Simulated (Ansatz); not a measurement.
Debugging an atomisation energy of CH5MgNO, SMILES C[O][Mg][NH2] (Ansatz 0.2.0 through its Python package).

The cells in order, each with its output:

**Cell 1**
```python
from collections import Counter

import ansatz as az
```

**Cell 2**
```python
def energy(molecule, charge=0, unpaired=0):
    calc = (
        molecule.calculation()
        .basis(gaussian="6-31G*")
        .functional("B3LYP")
        .occupations("fermi_dirac", width=0.1)  # the run then minimises F = E - TS
    )
    if charge:
        calc = calc.charge(charge)
    if unpaired:
        calc = calc.spin("collinear", total=unpaired)
    report = calc.run().report
    if report["published_state_doubts"]:
        print("  doubts:", report["published_state_doubts"])
    return report["free_energy_ev"]
```

**Cell 3**
```python
GEOMETRY = """
C     0.78510    1.29390   -1.07940
O     1.50840    0.24900   -0.69180
Mg    0.24580   -0.86050    0.41070
N    -0.93150   -2.00840    1.58080
H     1.35000    2.00940   -1.73930
H     0.37960    1.90450   -0.19750
H    -0.10780    0.97920   -1.67130
H    -1.79090   -2.22840    0.97710
H    -1.35010   -1.38500    2.39370
"""
```

**Cell 4**
```python
geometry = az.Crystal.molecule()
for line in GEOMETRY.strip().splitlines():
    symbol, *xyz = line.split()
    geometry = geometry.atom(symbol, [float(v) for v in xyz])

# Hund ground states
unpaired = {"C": 2, "O": 2, "Mg": 0, "N": 3, "H": 1}
counts = Counter(site.symbol for site in geometry.cartesian_sites)
atom_energy = {s: energy(az.Crystal.molecule().atom(s, (0, 0, 0)), 0, unpaired[s]) for s in counts}
whole = energy(geometry, 0, 0)
for s, e in atom_energy.items():
    print(f"{s:2s} x{counts[s]}  {e:14.5f} eV")
print(f"CH5MgNO: {whole:.5f} eV")
split = sum(counts[s] * e for s, e in atom_energy.items()) - whole
print(f"atomisation energy (no zero-point term): {96.485332 * split:.1f} kJ/mol, {split / sum(counts.values()):.3f} eV an atom")
```
Output:
```text
Traceback (most recent call last):
  File "<cell 4>", line 9, in <module>
    atom_energy = {s: energy(az.Crystal.molecule().atom(s, (0, 0, 0)), 0, unpaired[s]) for s in counts}
                      ~~~~~~^^^^^^^^^^^^^^^^^^^^^^^^^^^^^^^^^^^^^^^^^^^^^^^^^^^^^^^^^^
  File "<cell 2>", line 12, in energy
    report = calc.run().report
             ~~~~~~~~^^
  ...
ansatz.RefusalError: invalid value for `basis.gaussian`: such a run doesn't read scf.occupations; remove what it names
```

Why does it end like this?

The fault: in this program a Gaussian-basis run takes no smearing. Mended:

```diff
--- before
+++ after
@@
         .functional("B3LYP")
-        .occupations("fermi_dirac", width=0.1)  # the run then minimises F = E - TS
     )
```

The cells in order, each with its output:

(earlier cells as before)

```python
def energy(molecule, charge=0, unpaired=0):
    calc = (
        molecule.calculation()
        .basis(gaussian="6-31G*")
        .functional("B3LYP")
    )
    if charge:
        calc = calc.charge(charge)
    if unpaired:
        calc = calc.spin("collinear", total=unpaired)
    report = calc.run().report
    if report["published_state_doubts"]:
        print("  doubts:", report["published_state_doubts"])
    return report["free_energy_ev"]
```

```python
GEOMETRY = """
C     0.78510    1.29390   -1.07940
O     1.50840    0.24900   -0.69180
Mg    0.24580   -0.86050    0.41070
N    -0.93150   -2.00840    1.58080
H     1.35000    2.00940   -1.73930
H     0.37960    1.90450   -0.19750
H    -0.10780    0.97920   -1.67130
H    -1.79090   -2.22840    0.97710
H    -1.35010   -1.38500    2.39370
"""
```

```python
geometry = az.Crystal.molecule()
for line in GEOMETRY.strip().splitlines():
    symbol, *xyz = line.split()
    geometry = geometry.atom(symbol, [float(v) for v in xyz])

# Hund ground states
unpaired = {"C": 2, "O": 2, "Mg": 0, "N": 3, "H": 1}
counts = Counter(site.symbol for site in geometry.cartesian_sites)
atom_energy = {s: energy(az.Crystal.molecule().atom(s, (0, 0, 0)), 0, unpaired[s]) for s in counts}
whole = energy(geometry, 0, 0)
for s, e in atom_energy.items():
    print(f"{s:2s} x{counts[s]}  {e:14.5f} eV")
print(f"CH5MgNO: {whole:.5f} eV")
split = sum(counts[s] * e for s, e in atom_energy.items()) - whole
print(f"atomisation energy (no zero-point term): {96.485332 * split:.1f} kJ/mol, {split / sum(counts.values()):.3f} eV an atom")
```

    C  x1     -1029.84974 eV
    O  x1     -2042.50349 eV
    Mg x1     -5444.43635 eV
    N  x1     -1485.31962 eV
    H  x5       -13.61312 eV
    CH5MgNO: -10100.21459 eV
    atomisation energy (no zero-point term): 2898.4 kJ/mol, 3.338 eV an atom

Total energies depend on the basis set; only differences at equal settings carry meaning. The geometry is a force-field or estimated start, not a minimum of this method, and the basis set is short of its limit. All parts are taken at fixed geometry, without zero-point energy. b3lyp holds the VWN-RPA fit, as in Gaussian; the form of ORCA and Turbomole is b3lyp5. It ran for 3.5 s on 1 thread of Arm Neoverse V1 (shared host), peak memory 0.19 GiB.
